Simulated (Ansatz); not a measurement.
From input file to script: CH₅BOSi, SMILES B1C[SiH2]O1 in Ansatz 0.2.0.

```yaml
crystal:
  periodic: [false, false, false]
  atoms:
    - { symbol: B, position_ang: [-0.8634, 0.9808, -0.3038] }
    - { symbol: C, position_ang: [0.3302, 0.4789, 0.5612] }
    - { symbol: Si, position_ang: [0.1759, -1.1406, -0.1748] }
    - { symbol: O, position_ang: [-1.0685, -0.3562, -0.8422] }
    - { symbol: H, position_ang: [-1.0018, 2.0649, -0.8734] }
    - { symbol: H, position_ang: [0.1059, 0.4956, 1.6467] }
    - { symbol: H, position_ang: [1.3113, 0.9943, 0.3071] }
    - { symbol: H, position_ang: [-0.1448, -2.1665, 0.7936] }
    - { symbol: H, position_ang: [1.2437, -1.3976, -1.1315] }
basis:
  gaussian:
    orbitals: "6-31G*"
hamiltonian:
  xc: pbe
md:
  timestep: 0.5
  n_steps: 30
  ensemble: nve
  temperature: 300.0
  initial_velocities: maxwell_boltzmann
  seed: 90
```

The script, `ch5bosi_md.py`:
```python
"""Molecular dynamics of one CH5BOSi molecule."""

import warnings

import ansatz
import numpy as np

params = {
    "basis": "6-31G*",
    "functional": "PBE",
    "n_steps": 30,
    "temperature_k": 300,
}


def main() -> None:
    warnings.simplefilter("ignore", ansatz.DeckWarning)

    system = (
        ansatz.Crystal.molecule()
        .atom("B", (-0.8634, 0.9808, -0.3038))
        .atom("C", (0.3302, 0.4789, 0.5612))
        .atom("Si", (0.1759, -1.1406, -0.1748))
        .atom("O", (-1.0685, -0.3562, -0.8422))
        .atom("H", (-1.0018, 2.0649, -0.8734))
        .atom("H", (0.1059, 0.4956, 1.6467))
        .atom("H", (1.3113, 0.9943, 0.3071))
        .atom("H", (-0.1448, -2.1665, 0.7936))
        .atom("H", (1.2437, -1.3976, -1.1315))
    )

    base = (
        system.calculation()
        .basis(gaussian=params["basis"])
        .functional(params["functional"])
        .md("nve", timestep=0.5, steps=params["n_steps"], temperature=params["temperature_k"], initial_velocities="maxwell_boltzmann", seed=90)
    )
    frames = []
    res = base.session().plan().execute(on_event=lambda e: frames.append(e["data"]) if e["event"] == "md_step" else None)
    print("t (fs)   E_pot (eV)      E_kin (eV)   T (K)   d(0-1) (A)")
    for f in frames[::2]:
        xyz = np.array(f["positions_ang"])
        print(f"{f['time_fs']:6.2f} {f['lagrangian_ev']:14.5f} {f['e_kin_ev']:10.5f} {f['temperature_k']:8.1f} {np.linalg.norm(xyz[0] - xyz[1]):9.4f}")
    kept = np.array([f["conserved_ev"] for f in frames])
    print(f"conserved energy moves by at most {1000 * np.ptp(kept):.3f} meV")
    symbols = [site.symbol for site in system.cartesian_sites]
    with open("last_frame.xyz", "w") as handle:
        handle.write(f"{len(symbols)}\nt = {frames[-1]['time_fs']} fs\n")
        handle.writelines("{:2s} {:10.5f} {:10.5f} {:10.5f}\n".format(s, *xyz) for s, xyz in zip(symbols, frames[-1]["positions_ang"]))


if __name__ == "__main__":
    main()
```

`python ch5bosi_md.py` gives:
```text
t (fs)   E_pot (eV)      E_kin (eV)   T (K)   d(0-1) (A)
  0.00   -11709.84466    0.27145    300.0    1.5572
  1.00   -11709.96270    0.38941    430.4    1.5550
  2.00   -11710.14668    0.57301    633.3    1.5547
  3.00   -11710.37259    0.79840    882.4    1.5568
  4.00   -11710.60819    1.03356   1142.3    1.5615
  5.00   -11710.82545    1.25050   1382.0    1.5689
  6.00   -11711.00204    1.42676   1576.8    1.5785
  7.00   -11711.11716    1.54171   1703.9    1.5899
  8.00   -11711.15933    1.58406   1750.7    1.6027
  9.00   -11711.13689    1.56195   1726.3    1.6165
 10.00   -11711.06668    1.49184   1648.8    1.6309
 11.00   -11710.95369    1.37873   1523.8    1.6462
 12.00   -11710.79292    1.21802   1346.1    1.6622
 13.00   -11710.58913    1.01462   1121.3    1.6790
 14.00   -11710.36659    0.79268    876.1    1.6964
 15.00   -11710.16321    0.58992    652.0    1.7139
conserved energy moves by at most 2.242 meV
```

What to keep in mind:
- Total energies depend on the basis set; only differences at equal settings carry meaning.
- The trajectory is only some femtoseconds long, so its temperature is not equilibrated; where the script doesn't relax first, it starts from a rough generated geometry.
- The temperature counts the internal degrees of freedom alone.
- It ran for 68 s on 1 thread of Arm Neoverse V1, on a shared host, peak memory 0.21 GiB.

(Lines on the test bed's own set-up are left out of the output.)
